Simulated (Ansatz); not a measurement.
# GeH3F + H2S: a complex and its separated parts

The complex below is one end of an elementary step. How strongly is it bound against its free parts?

Program: Ansatz 0.2.0, Gaussian basis. Level of theory: PBE0-D4/def2-TZVP structures, single points in def2-TZVPP, no counterpoise correction. These are calculated values, not measurements.

Levels: SPW92, PBE-D4, BLYP-D4, r2SCAN-D4, B97M-V, PBE0-D4, B3LYP-D4, r2SCAN0-D4, BHLYP-D4, CAM-B3LYP-D4, wB97X-V, wB97M-V, B2PLYP, PBE-QIDH, RPA on PBE, Hartree-Fock, MP2, CCSD, CCSD(T).

Cores are frozen in the correlated methods. Filled d shells of the heavier atoms are correlated. B3LYP uses VWN-RPA correlation. B2PLYP carries no dispersion term here.

## (1) Where the work starts

The complex: 8 atoms, charge 0, spin multiplicity 1.

Atoms are counted from 1 here; the program's logs count them from 0.

Bond lengths: Ge1–F2 1.751 Å, Ge1–H3 1.534 Å, Ge1–H4 1.531 Å, Ge1–H5 1.531 Å, H6–S7 1.344 Å, S7–H8 1.341 Å. Angles: F2–Ge1–H3 104.9°, F2–Ge1–H4 106.3°, F2–Ge1–H5 106.4°, H3–Ge1–H4 112.5°, H3–Ge1–H5 112.7°, H4–Ge1–H5 113.3°, H6–S7–H8 92.4°.

As a file:

```xyz
8
charge 0, multiplicity 1
Ge   -0.49128    0.02073   -1.30538
F     1.07451   -0.60696   -0.83522
H    -0.47986    0.00301   -2.83955
H    -0.57424    1.43963   -0.73593
H    -1.53330   -0.93050   -0.71198
H     1.02907   -0.64314    1.46509
S     0.20495   -0.24878    2.45039
H     0.77026    0.96612    2.51248
```

Its parts: GeH3F holds atoms 1, 2, 3, 4, 5; H2S holds atoms 6, 7, 8. Each part counts its atoms afresh in its own runs.

## (2) Relaxing GeH3F alone

File relax-a/in.yaml:

```yaml
crystal:
  periodic: [false, false, false]
  atoms:
    - {symbol: Ge, position_ang: [-0.491283, 0.020725, -1.305376]}
    - {symbol: F, position_ang: [1.074509, -0.606961, -0.835220]}
    - {symbol: H, position_ang: [-0.479857, 0.003009, -2.839553]}
    - {symbol: H, position_ang: [-0.574241, 1.439626, -0.735926]}
    - {symbol: H, position_ang: [-1.533304, -0.930503, -0.711982]}
basis:
  gaussian: {orbitals: def2-TZVP}
hamiltonian: {xc: pbe0, dispersion: d4}
relax: {f_tol: 0.005, max_steps: 200}
```

No record of the launch command was kept for these runs.

The runs that follow: Relaxing H2S alone; wB97M-V/def2-TZVPP; CCSD(T)/def2-TZVPP; Vibrations of GeH3F; Vibrations of H2S.

**Question.** What will these runs give? Wanted: complex less parts, CCSD(T)/def2-TZVPP; with zero-point energy; largest T1 diagnostic.

**Answer**, as computed:

| quantity | value |
| --- | --- |
| complex less parts, CCSD(T)/def2-TZVPP | -2.78 kcal/mol |
| with zero-point energy | -1.77 kcal/mol |
| largest T1 diagnostic | 0.012 |

At CCSD(T) the complex lies 2.78 kcal/mol below its parts. PBE-QIDH is the best functional here (+0.25 kcal/mol from CCSD(T)); SPW92 is the worst (-2.24 kcal/mol). By rung, the mean size of the error is: LDA 2.24, GGA 0.73, meta-GGA 0.42, hybrid 0.55, range-separated hybrid 0.47, double hybrid 0.46 kcal/mol. PBE-D4 gives a relative energy 0.85 kcal/mol too low, an error of 30 % of the reference. No counterpoise was applied, and triple zeta lacks some correlation, so the CCSD(T) reference has a basis error of its own, and close matches with it are partly luck.
